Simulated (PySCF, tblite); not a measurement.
**C4H4FO3Si radical: geometry, infrared bands and EPR parameters**

Wanted: the infrared bands and EPR parameters of C4H4FO3Si radical (`O=C1OCOC=C1[SiH]F`), by calculation.

The runs use tblite 0.8.0 and PySCF 2.14.0, with density-fitted response routines of our own; the level of theory stands in each step. All values are computed, except where a source is named. Atoms count from 0, in the outputs and in this text.

### Step 1. The starting structure

13 atoms, charge 0, multiplicity 2; geometry from: force field or distance geometry start.

Bonds of the start (Å): O0–C1 1.23, C1–O2 1.34, O2–C3 1.42, C3–O4 1.41, O4–C5 1.36, C5–C6 1.34, C6–Si7 1.83, Si7–F8 1.61, C6–C1 1.47, C3–H9 1.09, C3–H10 1.11, C5–H11 1.08, Si7–H12 1.49.

### Step 2. Optimising the geometry with GFN2-xTB

The job: settings as JSON, then the geometry in Å.

```
{"job": {"kind": "relax", "xc": "GFN2-xTB", "basis": "xTB"}, "charge": 0, "multiplicity": 2}
O      0.243700     2.010600     1.432800
C     -0.220000     1.132100     0.707900
O     -1.535400     0.981900     0.532500
C     -2.012600    -0.247400    -0.004000
O     -1.259300    -0.808700    -1.061200
C      0.078400    -0.655700    -0.884700
C      0.650100     0.201700    -0.027300
Si     2.458500     0.392400     0.217300
F      3.174400    -0.087500    -1.144500
H     -3.034100    -0.092800    -0.358200
H     -2.079600    -0.987000     0.819400
H      0.630700    -1.312000    -1.548900
H      2.900800    -0.526900     1.301300
```

Launch:

```console
> OMP_NUM_THREADS=1 python probes_run.py task.json out
```

The driver reads the jobs from task.json and runs them one after another.

**Question.** This job is followed by: GFN2-xTB harmonic vibrations, gas phase; UKS B3LYP, pcH-1 on C F H O Si, non-relativistic, mean-field spin-orbit, GIAO. What will the session give for the following? strongest single infrared mode (GFN2-xTB); zero-point energy (GFN2-xTB); g(iso) (B3LYP); ⟨S²⟩; largest a(iso) (averaged by class); surface potential, 1st and 99th percentile.

The runs gave:

| quantity | value |
| --- | --- |
| strongest single infrared mode (GFN2-xTB) | 1283 cm⁻¹, 440 km/mol |
| zero-point energy (GFN2-xTB) | 48.1 kcal/mol |
| g(iso) (B3LYP) | 2.00233 |
| ⟨S²⟩ | 0.756 (exact 0.75) |
| largest a(iso) (averaged by class) | 29Si on Si7, -586.3 MHz |
| surface potential, 1st and 99th percentile | -1.63 V and 1.56 V |

Over 64 steps the energy fell by 0.292 eV; of the close pairs, Si7–H12 changed most, 1.489 to 1.439 Å. No mode is imaginary among the 33: a minimum at this level. The strongest single mode, at 1283 cm⁻¹, has its largest shares on C6, C1 and H11 (the list is cut at 3 atoms). Unscaled tight-binding wavenumbers are off by several per cent, some by more. Its intensities can rank the bands wrongly. Most of the unpaired spin sits on Si7 (0.82 e). The isotropic g lies 0.0 ppt above the free-electron value.
